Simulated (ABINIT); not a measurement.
AlSn:

```
CELL_PARAMETERS angstrom
4.19811 0.00000 0.00000
-2.09905 3.63567 0.00000
0.00000 0.00000 3.30685
ATOMIC_POSITIONS crystal
Sn 0.33333 0.66667 0.50000
Al 0.00000 0.00000 0.00000
```

The cell comes from a database or a generator and needn't be the stable form of this composition.

Base run:

```yaml
Program: ABINIT 10.8.3 (patched build)
Functional: PBE
Potentials_or_basis: JTH PAW PBE v2.0
Cutoff: 599 eV
k_mesh: 7 × 7 × 8
Occupations: fermi-dirac, width 0.05 eV
Spin: no spin polarisation
```

Its results: band gap on the k mesh none (metal or under the smearing width); pressure 0.2 GPa.

Question: The run is repeated on the same cell with these changes: functional from PBE to PBEsol; potentials or basis from JTH PAW PBE v2.0 to PseudoDojo NC SR PBEsol v0.4.1 standard; cutoff from 599 eV to 980 eV. What comes out?

Answer: Band gap on the k mesh none (metal or under the smearing width); pressure -1.8 GPa.

Not every run made on this cell is shown here.
